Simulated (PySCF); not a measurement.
# Ni, Ni⁺, Ni²⁺: ionisation energies in def2-QZVPPD

Aim: the ionisation energy of nickel from differences of total energies, at each level of theory, and how far each lands from the tabulated value where there is one.

Method: unrestricted determinants in a Gaussian basis, no spin-orbit coupling in the energies. Code: PySCF 2.14.0.

## Step 1: Starting point

- Element: nickel (Z = 28)
- Basis: def2-QZVPPD (11s6p5d4f2g, 100 functions)
- Hamiltonian: no relativity, point nucleus
- State 1: Ni: [Ar] 3d8 4s2, high-spin 3F determinant
- State 2: Ni⁺: [Ar] 3d9, 2D determinant
- State 3: Ni²⁺: [Ar] 3d8, high-spin 3F determinant
- Methods: CCSD(T)
- Core shells frozen in the correlated runs: valence: [Ar] (for Ni)

The outer shells:

Ni [Ar] 3d8 4s2
```
[Ar] core
3d [↑↓][↑↓][↑↓][↑ ][↑ ]
4s [↑↓]
```

Ni+ [Ar] 3d9
```
[Ar] core
3d [↑↓][↑↓][↑↓][↑↓][↑ ]
```

Ni2+ [Ar] 3d8
```
[Ar] core
3d [↑↓][↑↓][↑↓][↑ ][↑ ]
```

One driver process ran all states and methods and kept the integrals in memory. Each run is shown as a PySCF script that sums up its settings (the driver passes frozen orbitals as a list and adds second-order terms of double hybrids); the logs are those of the runs themselves. The driver starts from symmetry-adapted Hartree-Fock orbitals, holds the occupation by maximum overlap and uses a logarithmic radial grid for functionals, so a plain start would take other cycles.

The integrals over 100 functions and the set-up took 2 s of CPU time.

## Step 2: Ni, at CCSD(T) (valence)

#### CCSD(T) (valence)

File input.py:

```python
from pyscf import gto, scf, dft, mp, cc
import basis_set_exchange as bse
mol = gto.M(atom="Ni 0 0 0", charge=0, spin=2, symmetry="D2h",
            basis=gto.basis.parse(bse.get_basis("def2-QZVPPD", elements=["Ni"], fmt="nwchem")))
mf = scf.UHF(mol)
mf.irrep_nelec = {'Ag': (6, 4), 'B1g': (1, 1), 'B2g': (1, 1), 'B3g': (1, 1), 'B1u': (2, 2), 'B2u': (2, 2), 'B3u': (2, 2)}
mf.kernel()
mycc = cc.CCSD(mf, frozen=9).run()
mycc.ccsd_t()
```

Output:

```text
CC2 = 0
CCSD nocc = (np.int64(6), np.int64(4)), nmo = (91, 91)
frozen orbitals [[0, 1, 2, 3, 4, 5, 6, 7, 8], [0, 1, 2, 3, 4, 5, 6, 7, 8]]
max_cycle = 100
direct = 0
conv_tol = 1e-08
conv_tol_normt = 1e-06
diis_space = 8
diis_start_cycle = 0
Init t2, MP2 energy = -0.337375243930338
Init E_corr(UCCSD) = -0.337375243948666
cycle = 1  E_corr(UCCSD) = -0.317530681912306  dE = 0.019844562  norm(t1,t2) = 0.0877466
cycle = 2  E_corr(UCCSD) = -0.327353895834609  dE = -0.00982321392  norm(t1,t2) = 0.0324284
cycle = 3  E_corr(UCCSD) = -0.32695643469518  dE = 0.000397461139  norm(t1,t2) = 0.0168758
cycle = 4  E_corr(UCCSD) = -0.328621194980567  dE = -0.00166476029  norm(t1,t2) = 0.00753812
cycle = 5  E_corr(UCCSD) = -0.328743383212561  dE = -0.000122188232  norm(t1,t2) = 0.00117693
cycle = 6  E_corr(UCCSD) = -0.328737077471862  dE = 6.3057407e-06  norm(t1,t2) = 0.000666284
cycle = 7  E_corr(UCCSD) = -0.32873555698466  dE = 1.5204872e-06  norm(t1,t2) = 0.000297481
cycle = 8  E_corr(UCCSD) = -0.328745365132784  dE = -9.80814812e-06  norm(t1,t2) = 0.000150739
cycle = 9  E_corr(UCCSD) = -0.328744360728588  dE = 1.0044042e-06  norm(t1,t2) = 7.37572e-05
cycle = 10  E_corr(UCCSD) = -0.328742988034085  dE = 1.3726945e-06  norm(t1,t2) = 3.54948e-05
cycle = 11  E_corr(UCCSD) = -0.328743551841698  dE = -5.63807613e-07  norm(t1,t2) = 1.63081e-05
cycle = 12  E_corr(UCCSD) = -0.328743497394894  dE = 5.44468042e-08  norm(t1,t2) = 5.47776e-06
cycle = 13  E_corr(UCCSD) = -0.328743431390504  dE = 6.60043901e-08  norm(t1,t2) = 1.79082e-06
cycle = 14  E_corr(UCCSD) = -0.328743465744478  dE = -3.43539738e-08  norm(t1,t2) = 7.59012e-07
cycle = 15  E_corr(UCCSD) = -0.328743454031878  dE = 1.17125996e-08  norm(t1,t2) = 2.61594e-07
cycle = 16  E_corr(UCCSD) = -0.328743456709365  dE = -2.67748634e-09  norm(t1,t2) = 1.25526e-07
UCCSD converged
E(UCCSD) = -1507.209372351236  E_corr = -0.3287434567093646
UCCSD(T) correction = -0.0122460776024665
```

It used 57 s of CPU time after the integrals (shared host).

CCSD correlation -0.32874 hartree, triples -0.01225; total -1507.221618. T1 = 0.023, largest double amplitude 0.060.

## Step 3: Ni⁺: CCSD(T) (valence)

#### CCSD(T) (valence)

File input.py:

```python
from pyscf import gto, scf, dft, mp, cc
import basis_set_exchange as bse
mol = gto.M(atom="Ni 0 0 0", charge=1, spin=1, symmetry="D2h",
            basis=gto.basis.parse(bse.get_basis("def2-QZVPPD", elements=["Ni"], fmt="nwchem")))
mf = scf.UHF(mol)
mf.irrep_nelec = {'Ag': (5, 4), 'B1g': (1, 1), 'B2g': (1, 1), 'B3g': (1, 1), 'B1u': (2, 2), 'B2u': (2, 2), 'B3u': (2, 2)}
mf.kernel()
mycc = cc.CCSD(mf, frozen=9).run()
mycc.ccsd_t()
```

Output:

```text
CC2 = 0
CCSD nocc = (np.int64(5), np.int64(4)), nmo = (91, 91)
frozen orbitals [[0, 1, 2, 3, 4, 5, 6, 7, 8], [0, 1, 2, 3, 4, 5, 6, 7, 8]]
max_cycle = 100
direct = 0
conv_tol = 1e-08
conv_tol_normt = 1e-06
diis_space = 8
diis_start_cycle = 0
Init t2, MP2 energy = -0.384215246321926
Init E_corr(UCCSD) = -0.384215246322683
cycle = 1  E_corr(UCCSD) = -0.330613839048993  dE = 0.0536014073  norm(t1,t2) = 0.0956933
cycle = 2  E_corr(UCCSD) = -0.348715052729294  dE = -0.0181012137  norm(t1,t2) = 0.0477627
cycle = 3  E_corr(UCCSD) = -0.344436121164198  dE = 0.00427893157  norm(t1,t2) = 0.0305519
cycle = 4  E_corr(UCCSD) = -0.344046344316172  dE = 0.000389776848  norm(t1,t2) = 0.00364026
cycle = 5  E_corr(UCCSD) = -0.3442632407232  dE = -0.000216896407  norm(t1,t2) = 0.00184709
cycle = 6  E_corr(UCCSD) = -0.344376590585924  dE = -0.000113349863  norm(t1,t2) = 0.000665178
cycle = 7  E_corr(UCCSD) = -0.344339358320227  dE = 3.72322657e-05  norm(t1,t2) = 0.000288089
cycle = 8  E_corr(UCCSD) = -0.34433684714319  dE = 2.51117704e-06  norm(t1,t2) = 0.000178291
cycle = 9  E_corr(UCCSD) = -0.344343295037029  dE = -6.44789384e-06  norm(t1,t2) = 0.00013437
cycle = 10  E_corr(UCCSD) = -0.344340708361489  dE = 2.58667554e-06  norm(t1,t2) = 9.48151e-05
cycle = 11  E_corr(UCCSD) = -0.344341894560887  dE = -1.1861994e-06  norm(t1,t2) = 5.67817e-05
cycle = 12  E_corr(UCCSD) = -0.344341868677611  dE = 2.58832769e-08  norm(t1,t2) = 2.66165e-05
cycle = 13  E_corr(UCCSD) = -0.344341819315901  dE = 4.93617091e-08  norm(t1,t2) = 1.62995e-05
cycle = 14  E_corr(UCCSD) = -0.344342029768488  dE = -2.10452587e-07  norm(t1,t2) = 1.15785e-05
cycle = 15  E_corr(UCCSD) = -0.344342336283625  dE = -3.06515136e-07  norm(t1,t2) = 9.6094e-06
cycle = 16  E_corr(UCCSD) = -0.344341871373007  dE = 4.64910618e-07  norm(t1,t2) = 6.34025e-06
cycle = 17  E_corr(UCCSD) = -0.344342118619113  dE = -2.47246106e-07  norm(t1,t2) = 4.09527e-06
cycle = 18  E_corr(UCCSD) = -0.344342032934583  dE = 8.56845296e-08  norm(t1,t2) = 2.65111e-06
cycle = 19  E_corr(UCCSD) = -0.344342096475123  dE = -6.35405392e-08  norm(t1,t2) = 1.4854e-06
cycle = 20  E_corr(UCCSD) = -0.344342112392302  dE = -1.59171799e-08  norm(t1,t2) = 7.56786e-07
cycle = 21  E_corr(UCCSD) = -0.344342092741991  dE = 1.96503112e-08  norm(t1,t2) = 4.58241e-07
cycle = 22  E_corr(UCCSD) = -0.344342081120456  dE = 1.16215354e-08  norm(t1,t2) = 2.92862e-07
cycle = 23  E_corr(UCCSD) = -0.344342081583194  dE = -4.62738625e-10  norm(t1,t2) = 1.90733e-07
UCCSD converged
E(UCCSD) = -1506.941257995217  E_corr = -0.3443420815831945
UCCSD(T) correction = -0.0133740746330665
```

It used 61 s of CPU time after the integrals (shared host).

CCSD correlation -0.34434 hartree, triples -0.01337; total -1506.954632. T1 = 0.013, largest double amplitude 0.017.

## Step 4: Ni²⁺, at CCSD(T) (valence)

#### CCSD(T) (valence)

File input.py:

```python
from pyscf import gto, scf, dft, mp, cc
import basis_set_exchange as bse
mol = gto.M(atom="Ni 0 0 0", charge=2, spin=2, symmetry="D2h",
            basis=gto.basis.parse(bse.get_basis("def2-QZVPPD", elements=["Ni"], fmt="nwchem")))
mf = scf.UHF(mol)
mf.irrep_nelec = {'Ag': (5, 3), 'B1g': (1, 1), 'B2g': (1, 1), 'B3g': (1, 1), 'B1u': (2, 2), 'B2u': (2, 2), 'B3u': (2, 2)}
mf.kernel()
mycc = cc.CCSD(mf, frozen=9).run()
mycc.ccsd_t()
```

Output:

```text
CC2 = 0
CCSD nocc = (np.int64(5), np.int64(3)), nmo = (91, 91)
frozen orbitals [[0, 1, 2, 3, 4, 5, 6, 7, 8], [0, 1, 2, 3, 4, 5, 6, 7, 8]]
max_cycle = 100
direct = 0
conv_tol = 1e-08
conv_tol_normt = 1e-06
diis_space = 8
diis_start_cycle = 0
Init t2, MP2 energy = -0.262690376174699
Init E_corr(UCCSD) = -0.262690376175457
cycle = 1  E_corr(UCCSD) = -0.248114965599084  dE = 0.0145754106  norm(t1,t2) = 0.0359327
cycle = 2  E_corr(UCCSD) = -0.251516255880579  dE = -0.00340129028  norm(t1,t2) = 0.00993988
cycle = 3  E_corr(UCCSD) = -0.2511430132957  dE = 0.000373242585  norm(t1,t2) = 0.00437674
cycle = 4  E_corr(UCCSD) = -0.251296732154036  dE = -0.000153718858  norm(t1,t2) = 0.0017118
cycle = 5  E_corr(UCCSD) = -0.25133588637424  dE = -3.91542202e-05  norm(t1,t2) = 0.000389772
cycle = 6  E_corr(UCCSD) = -0.251326994114659  dE = 8.89225958e-06  norm(t1,t2) = 0.000134755
cycle = 7  E_corr(UCCSD) = -0.251325106161271  dE = 1.88795339e-06  norm(t1,t2) = 4.81479e-05
cycle = 8  E_corr(UCCSD) = -0.251326783154874  dE = -1.6769936e-06  norm(t1,t2) = 1.75716e-05
cycle = 9  E_corr(UCCSD) = -0.251326465132881  dE = 3.18021993e-07  norm(t1,t2) = 6.93245e-06
cycle = 10  E_corr(UCCSD) = -0.25132642005731  dE = 4.50755713e-08  norm(t1,t2) = 2.10725e-06
cycle = 11  E_corr(UCCSD) = -0.251326477559053  dE = -5.75017432e-08  norm(t1,t2) = 7.35252e-07
cycle = 12  E_corr(UCCSD) = -0.251326457131639  dE = 2.04274144e-08  norm(t1,t2) = 2.27409e-07
cycle = 13  E_corr(UCCSD) = -0.251326459200179  dE = -2.06853978e-09  norm(t1,t2) = 5.89202e-08
UCCSD converged
E(UCCSD) = -1506.29123050677  E_corr = -0.2513264592001788
UCCSD(T) correction = -0.00554494638076508
```

It used 45 s of CPU time after the integrals (shared host).

CCSD correlation -0.25133 hartree, triples -0.00554; total -1506.296775. T1 = 0.006, largest double amplitude 0.015.

## Step 5: The energy differences

Ionisation energy: Ni [Ar] 3d8 4s2 (3F) → Ni⁺ [Ar] 3d9 (2D).

```csv
method,value (eV),less the reference (eV)
UHF,7.720,+0.133
MP2 (valence),6.446,-1.141
SCS-MP2 (valence),6.657,-0.930
CCSD (valence),7.296,-0.291
CCSD(T) (valence),7.265,-0.322
```

Reference: 7.640 eV (measured; NIST Atomic Spectra Database, ionization energies). A first-order spin-orbit estimate (lowest level to lowest level, LS coupling) adds 0.053 eV; the last energy column includes it. The calculation is non-relativistic, which matters at this Z. Errors of the correlated levels include the incompleteness of this basis.

Ionisation energy: Ni⁺ [Ar] 3d9 (2D) → Ni²⁺ [Ar] 3d8 (3F).

```csv
method,value (eV),less the reference (eV)
UHF,15.157,-3.066
MP2 (valence),18.464,+0.240
SCS-MP2 (valence),18.163,-0.061
CCSD (valence),17.688,-0.535
CCSD(T) (valence),17.901,-0.322
```

Reference: 18.169 eV (measured; NIST Atomic Spectra Database, ionization energies). A first-order spin-orbit estimate (lowest level to lowest level, LS coupling) adds -0.055 eV; the last energy column includes it. The calculation is non-relativistic, which matters at this Z. Errors of the correlated levels include the incompleteness of this basis.

The runs at UHF, MP2 (valence) are not shown; their differences are listed all the same.

## Step 6: Results

| quantity | value |
| --- | --- |
| ionisation energy, Ni | UHF 7.720, CCSD(T) (valence) 7.265 eV; reference 7.640 |
| ionisation energy, Ni⁺ | UHF 15.157, CCSD(T) (valence) 17.901 eV; reference 18.169 |

Accuracy by level (over 2 differences):

| method | mean absolute miss against CCSD(T) (valence) (eV) |
| --- | --- |
| UHF | 1.600 |
| MP2 (valence) | 0.691 |
| SCS-MP2 (valence) | 0.435 |
| CCSD (valence) | 0.122 |
| CCSD(T) (valence) | 0.000 |

For the first difference the methods span 1.275 eV, from MP2 (valence) (6.446) to UHF (7.720). The reference is uncertain or not like for like (spin-orbit coupling or other relativistic terms), so no ranking of close methods is drawn. All values hold for this basis alone; no basis-set limit was taken.
